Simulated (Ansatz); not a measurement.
# BGeHCl (quartet): the correlation ladder at distance B2–Ge3 = 5.362 Å, cc-pVDZ

The task here is to estimate one member of a computed series from the others.

Computed with Ansatz 0.2.0, Gaussian basis. Level: cc-pVDZ, core rule «outside noble gas», up to 20 orbitals frozen.

Plan: UHF; CCSD(T) on ROHF; CCSD(T) on UHF; BCCD(T) on ROHF; CISD; CCSDT(Q) on ROHF; CCSDT(Q) on UHF; CASSCF and MRCISD+Q, 5 electrons in 5 orbitals; CASSCF and NEVPT2, 5 electrons in 5 orbitals.

23 further runs of the same task are left out: 1 for a mislabelled method, 18 that didn't finish, 4 set aside as unsound or not needed.

### The system

The geometry derives from a PBE0/def2-TZVP stationary point (not a proven minimum). One bond is set to the value named and the two fragments are kept rigid. No spin-orbit coupling is included. The filled d shell of Ge may be among the frozen orbitals whatever the setting's name suggests; the logs give the count.

4 atoms, charge 0, spin multiplicity 4.

Atoms are counted from 1 here; the program's logs count them from 0.

Bond lengths: Cl1–B2 1.724 Å, Ge3–H4 1.547 Å.

The first run:

in.yaml

```yaml
crystal:
  periodic: [false, false, false]
  atoms:
    - {symbol: Cl, position_ang: [0.000000, 0.791116, 4.017905]}
    - {symbol: B, position_ang: [0.000000, 1.684512, 2.543023]}
    - {symbol: Ge, position_ang: [0.000000, -0.639092, -2.289358]}
    - {symbol: H, position_ang: [0.000000, 0.163661, -3.611742]}
basis:
  gaussian: {orbitals: cc-pVDZ}
magnetization: {spin_polarized: true, initial_magnetization: 3}
hamiltonian: {xc: hf}
output: {orbitals: {seedname: orbitals}}
```

Run with:

```
$ ansatz run in.yaml --threads 1 --pin off --events-out ev --progress --plain --max-ram 2393MiB
```

Among the steps run: UHF; CCSD(T) on ROHF; CCSD(T) on UHF; BCCD(T) on ROHF; CISD; CCSDT(Q) on ROHF; CCSDT(Q) on UHF; CASSCF and MRCISD+Q, 5 electrons in 5 orbitals; CASSCF and NEVPT2, 5 electrons in 5 orbitals.

One table of the session follows, with a row left open; its other results are not shown here.

```
       method  from RCCSDT(Q) (kcal/mol)
         ROHF                    +188.08
          UHF                    +186.20
         RMP2                     +34.24
         UMP2                          ?
         CISD                     +26.04
        RCCSD                      +6.29
        UCCSD                      +5.87
     RCCSD(T)                      +1.05
     UCCSD(T)                      +0.63
      BCCD(T)                      +0.98
       RCCSDT                      +0.30
       UCCSDT                      -0.16
    RCCSDT(Q)                          0
    UCCSDT(Q)                      -0.53
  CASSCF pair                    +175.58
  NEVPT2 pair                     +34.53
  MRCISD pair                     +23.09
MRCISD+Q pair                      +3.85
```

Q: Estimate the row for UMP2 from the others.

**Answer.** from RCCSDT(Q) (kcal/mol): +36.48. In the column «from RCCSDT(Q) (kcal/mol)» it lies between NEVPT2 pair (+34.53) and CASSCF pair (+175.58).

To keep in mind: Restricted and unrestricted rows rest on different reference determinants; where their highest levels disagree by more than a few hundredths of an eV, they describe different states and don't form one ladder.
